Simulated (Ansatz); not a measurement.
# MnO (R-3m): from the listed cell to zero pressure

Aim: the volume at which the pressure of MnO (R-3m) vanishes.

Method: DFT PBE+U (U_eff = 3.9 eV on Mn 3d), scalar-relativistic, plane waves, PAW, in Ansatz 0.2.0.

**1. Starting point**

It takes space group R-3m (No. 166, trigonal). The conventional cell has a = 3.149 Å, b = 3.149 Å, c = 7.591 Å, α = 90.00°, β = 90.00°, γ = 120.00°. Around Mn (site symmetry -3m) lie 6 O at 2.22 Å. Around O (site symmetry -3m) lie 6 Mn at 2.22 Å.

Coordinates:

```xyz
2
Lattice="1.5746 0.9091 2.5305 -1.5746 0.9091 2.5305 0.0000 -1.8182 2.5305" Properties=species:S:1:pos:R:3 pbc="T T T"
Mn    1.5746    0.9091    2.5305
O     0.0000    0.0000    3.7957
```

Starting moments: Mn 5.00 μB.

**2. First run, at the start cell**

input.yaml

```yaml
crystal:
  lattice:
    - [1.57461, 0.90910151, 2.53046667]
    - [-1.57461, 0.90910151, 2.53046667]
    - [0.0, -1.81820301, 2.53046667]
  atoms:
    - { symbol: Mn, position: [1.0, 0.0, 0.0], spin: 5.0 }
    - { symbol: O, position: [0.5, 0.5, 0.5] }
basis:
  ecutwfc: 420
  ecutrho_ratio: 4
kpoints:
  mp_grid: { grid: [5, 5, 5] }
hamiltonian:
  xc: pbe
  hubbard: { sites: [{ species: Mn, l: d, u_eff: 3.9 }] }
scf:
  occupations: { method: gaussian, width: 0.05 }
output:
  forces: true
  stress: true
  eigenvalues: true
  populations: true
  hubbard: { sites: [{ species: Mn, l: d }] }
magnetization:
  spin_polarized: true
```

Started as:

```sh
> ansatz run input.yaml --threads 2 --pin off --max-ram 5120MiB --backend cpu --events-out ev --progress --plain --runs-dir out
```

After this run come: The same volume, run 2; The same volume, run 3; A new volume, run 4; A new volume, run 5.

Q: Predict the outcome of this session. Wanted: volume; pressure; conventional cell; gap on the mesh; moments in the spheres.

**Answer**, as computed:

| quantity | value |
| --- | --- |
| volume | 11.642 Å³/atom |
| pressure | 0.00 GPa |
| conventional cell | a = 4.533 Å, b = 4.533 Å, c = 4.533 Å, α = 90.00°, β = 90.00°, γ = 90.00° |
| gap on the mesh | 0.01 eV |
| moments in the spheres | Mn 4.32; O 0.16 μB |

**Reading.** The volume went from 10.87 to 11.64 Å³/atom (+7.1 %), where 0.00 GPa is left. Only the order of the starting moments is followed; others weren't tried in this session. With a Hubbard U or exact exchange the result depends on the state in which the open shell ends, and a lower one can't be excluded.
